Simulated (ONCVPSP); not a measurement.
**Pseudopotential generation for Ni: ONCV, revPBE**

Task: generate the file, and judge it by its errors in other configurations, its logarithmic derivatives, its ghosts and its cutoff.

The numbers are computed with ONCVPSP 4.0.1 (revPBE, scalar-relativistic, spin-unpolarised reference atom).

**1. The atom and the settings**

The settings as typed:

```
element                 : nickel (Ni, Z = 28)
type                    : optimised norm-conserving Vanderbilt (ONCV)
frozen core             : [Ne] 3s2
valence charge          : 16
reference configuration : 3p6 3d8 4s2
partial waves           : 4s: rc 1.95 bohr, ncon 4, nbas 8, qcut 3.4 1/bohr, 2 projectors, debl 1.8 Ha; 3p: rc 0.75 bohr, ncon 5, nbas 9, qcut 12 1/bohr, 1 projector; 3d: rc 1.05 bohr, ncon 4, nbas 9, qcut 16.2 1/bohr, 2 projectors, debl 3.2 Ha; f scattering state at 0.23 Ha: rc 1.55 bohr, ncon 3, nbas 6, qcut 6.9 1/bohr, 2 projectors, debl 1.6 Ha
local potential         : polynomial inside 0.45 bohr (lpopt 5, dvloc0 4 Ha)
core correction         : Teter function, fcfact 3.25, rcfact 1.75
```

An earlier all-electron run gives the scale for the radii.

All-electron outer shells of the reference configuration (revPBE, scalar-relativistic, ld1.x):

```json
{"shell": "3s", "level (eV)": "-111.11", "outermost node (bohr)": "0.30", "outermost maximum (bohr)": "0.64"}
{"shell": "3p", "level (eV)": "-71.38", "outermost node (bohr)": "0.27", "outermost maximum (bohr)": "0.65"}
{"shell": "3d", "level (eV)": "-8.81", "outermost node (bohr)": "–", "outermost maximum (bohr)": "0.63"}
{"shell": "4s", "level (eV)": "-5.57", "outermost node (bohr)": "0.92", "outermost maximum (bohr)": "2.24"}
{"shell": "4p", "level (eV)": "-1.20", "outermost node (bohr)": "1.00", "outermost maximum (bohr)": "3.17"}
```

**2. The generation run**

Input file Ni.dat:

```
# ATOM AND REFERENCE CONFIGURATION
# atsym  z   nc   nv     iexc    psfile
  Ni 28.00    4    3  -102130      upf
#
#   n    l    f
    1    0    2.00
    2    0    2.00
    2    1    6.00
    3    0    2.00
    3    1    6.00
    3    2    8.00
    4    0    2.00
#
# PSEUDOPOTENTIAL AND OPTIMIZATION
# lmax
    3
#
#   l,   rc,      ep,       ncon, nbas, qcut
    0    1.95    0.00    4    8    3.40
    1    0.75    0.00    5    9   12.00
    2    1.05    0.00    4    9   16.20
    3    1.55    0.23    3    6    6.90
#
# LOCAL POTENTIAL
# lloc, lpopt,  rc(5),   dvloc0
    4    5    0.45    4.00
#
# VANDERBILT-KLEINMAN-BYLANDER PROJECTORs
# l, nproj, debl
    0    2    1.80
    1    1    1.60
    2    2    3.20
    3    2    1.60
#
# MODEL CORE CHARGE
# icmod, fcfact, rcfact
    3    3.25    1.75
#
# LOG DERIVATIVE ANALYSIS
# epsh1, epsh2, depsh
   -4.00    5.00    0.02
#
# OUTPUT GRID
# rlmax, drl
    6.00    0.01
#
# TEST CONFIGURATIONS
# ncnf
    4
# nvcnf
#   n    l    f
    3
    3    1    6.00
    3    2    8.00
    4    0    1.00
#
    3
    3    1    6.00
    3    2    8.00
    4    0    0.00
#
    3
    3    1    6.00
    3    2    7.00
    4    0    0.00
#
    3
    3    1    6.00
    3    2    9.00
    4    0    0.00
#
```

Command:

```bash
oncvpsp.x < Ni.dat > Ni.out
```

Before running it: what results should come out? Wanted: cutoffs for 1 and 0.1 mHa per electron, occupied waves; bound ghosts; GHOST(+) flags; largest test error; largest phase difference near zero energy, channels read; rms error of d²Exc/dn², without and with the model core.

The runs gave:

| quantity | value |
| --- | --- |
| cutoffs for 1 and 0.1 mHa per electron, occupied waves | 94 Ha and 385 Ha |
| bound ghosts | s at -546.54 eV |
| GHOST(+) flags | s at 89 eV, f at 32 eV |
| largest test error (AE − PS) | -113 meV, for 3p6 3d9 4s0 |
| largest phase difference near zero energy, channels read | 0.004 rad |
| rms error of d²Exc/dn², without and with the model core | 3.64 and 1.19 mHa |

A bound ghost (s) makes it unfit for use: electrons can fall into a state that the atom doesn't have. The worst unpolarised test, 3p6 3d9 4s0, is off by 113 meV on 6.2 eV; by total energies transferability rates as poor. By its cutoff, 94 Ha for the looser tolerance, it is very hard. The tighter tolerance needs 385 Ha, and converged work needs a cutoff nearer that. At the looser tolerance the 3d wave is the slowest; 3p needs 81 Ha. Near zero energy the phases of the channels with partial waves agree within 0.004 rad. The program also flags highly localised states, GHOST(+) (s, f). These are tests on the free atom; a crystal test is still owed.
